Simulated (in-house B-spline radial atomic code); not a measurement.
**W²⁶⁺: ionisation energy by several methods**

How far do functionals differ on the ionisation energy of W²⁶⁺? Each run solves W²⁶⁺ and then the next ion ([Kr] 4d10 4f1).

The numbers are computed with in-house B-spline radial atomic code version 1 (scalar-relativistic (X2C), several functionals, spin-polarised; spherical all-electron atom at the radial basis limit), except any that are marked as measured or tabulated.

## 1. What is computed

| Property | Result |
| --- | --- |
| element | tungsten (Z = 74) |
| charge | +26 |
| electrons | 48 |
| configuration | [Kr] 4d10 4f2 |
| nucleus | Fermi, rms radius 5.366 fm |

The outer shells:

[Kr] 4d10 4f2
```
[Kr] core
4d [↑↓][↑↓][↑↓][↑↓][↑↓]
4f [↑ ][↑ ][  ][  ][  ][  ][  ]
```

Where spins are not typed, each open shell is filled with up spins first.

## 2. BP86, a GGA

Settings, as recorded:

```ini
Z = 74
electrons = 48.0
configuration = [Kr] 4d10 4f2
hamiltonian = x2c
method = b88,p86
spin_polarised = True
nucleus = fermi
rms_radius = 5.3658
mass_number = 184
atomic_mass = 183.95093318
speed_of_light = 137.035999084
```

## 3. OLYP, a GGA

The settings differ from step 2 so:

```diff
@@ -4,3 +4,3 @@
 hamiltonian = x2c
-method = b88,p86
+method = optx,lyp
 spin_polarised = True
```

## 4. AM05, a GGA

The settings differ from step 3 so:

```diff
@@ -4,3 +4,3 @@
 hamiltonian = x2c
-method = optx,lyp
+method = am05
 spin_polarised = True
```

Q: The tabulated ionisation energy is 833.4 ± 1.9 eV (semi-empirical; NIST Atomic Spectra Database). What does each method give, and which comes nearest?

The runs gave:

| method | rung | total energy (hartree) | ΔSCF (eV) | −ε highest (eV) | ΔSCF less tabulated (eV) |
| --- | --- | --- | --- | --- | --- |
| BP86 | GGA | -15842.7609 | 830.14 | 805.51 (4f up) | -3.26 |
| OLYP | GGA | -15845.7548 | 832.34 | 807.73 (4f up) | -1.06 |
| AM05 | GGA | -15830.9507 | 830.22 | 805.57 (4f up) | -3.18 |

**Reading.** The tabulated ionisation energy is 833.4 ± 1.9 eV (semi-empirical; NIST Atomic Spectra Database). OLYP comes nearest (-1.06 eV) and BP86 is farthest (-3.26 eV, 0.39 %). Relativistic terms that these runs lack can be as large as the gaps between close methods, so the nearest may be so by luck. Spin-orbit coupling is left out. Open shells are averaged (over orientations, and over spins where the run is restricted), while tables refer to the lowest levels.

Members of this set that are not shown: 1 did not converge; 3 used exact exchange with fractional occupations of an open shell, which is unsound here.
